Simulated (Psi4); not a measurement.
# AlHBrF (SMILES [F][AlH][Br]): an attempt with Psi4

Aim: the charge distribution of AlHBrF.

The results are computed with Psi4 1.11.

1 further run of the same task is left out (set aside as unsound or not needed).

## (1) The system as given

AlHBrF has 4 atoms, charge 0, and is taken as a singlet. SMILES: `[F][AlH][Br]`.

Bond lengths: F1–Al2 1.641 Å, Al2–Br3 2.237 Å, Al2–H4 0.080 Å. Angles: F1–Al2–Br3 117.7°, F1–Al2–H4 66.8°, Br3–Al2–H4 139.4°.

## (2) The run

Contents of calc.py:

```python
import psi4

psi4.set_memory(1600000000)
psi4.set_num_threads(1)
psi4.set_output_file('output.dat', False)

m = psi4.geometry("""
0 1
F      0.779100    -0.805100     1.280100
Al     0.132300     0.076200     0.056400
Br    -1.566600    -0.822700    -1.088000
H      0.212300     0.076200     0.056400
""")

psi4.set_options({
    'basis': 'pcseg-3',
    'relativistic': 'zora',
})

result, w = psi4.energy("pbe", molecule=m, return_wfn=True)
psi4.oeprop(w, "WIBERG_LOWDIN_INDICES", "LOWDIN_CHARGES")
print(f'pbe energy: {result:.10f} Eh')
```

On the command line:

```console
python calc.py
```

output.dat:

```text
-----------------------------------------------------------------------
                               Psi4 1.11 release

    h
    h
    h

    -----------------------------------------------------------------------

    Memory:     1.5 GiB
    Threads:    1
                ecpint, einsums, f̶o̶r̶t̶e̶, gauxc, gcp, g̶d̶m̶a̶, geometric, g̶p̶u̶_̶d̶f̶c̶c̶,
                i̶n̶t̶e̶g̶r̶a̶t̶o̶r̶x̶x̶, i̶p̶i̶, libefp, m̶d̶i̶, m̶p̶2̶d̶, m̶r̶c̶c̶, ooo,
                o̶p̶e̶n̶f̶e̶r̶m̶i̶o̶n̶p̶s̶i̶4̶, pcmsolver, p̶s̶i̶4̶f̶o̶c̶k̶c̶i̶, p̶s̶i̶x̶a̶s̶,
                p̶y̶e̶i̶n̶s̶u̶m̶s̶, r̶e̶s̶p̶, s̶i̶m̶i̶n̶t̶, s̶n̶s̶m̶p̶2̶,
                v̶2̶r̶d̶m̶_̶c̶a̶s̶s̶c̶f̶
```

On the terminal:

```text
Traceback (most recent call last):
  File "calc.py", line 7, in <module>
    m = psi4.geometry("""
qcelemental.exceptions.ValidationError: Following atoms are too close: [(1, np.int64(3), np.float64(0.07999999999999999))]
```

It took 1.5 s on 1 thread of AMD EPYC 7R13 (Zen 3), shared host; peak memory 0.13 GiB.

## (3) Reading the log

The program refused the input.

The log says `qcelemental.exceptions.ValidationError: Following atoms are too close: [(1, np.int64(3), np.float64(0.07999999999999999))]`. What is wrong: two atoms lie on top of or far too near each other.
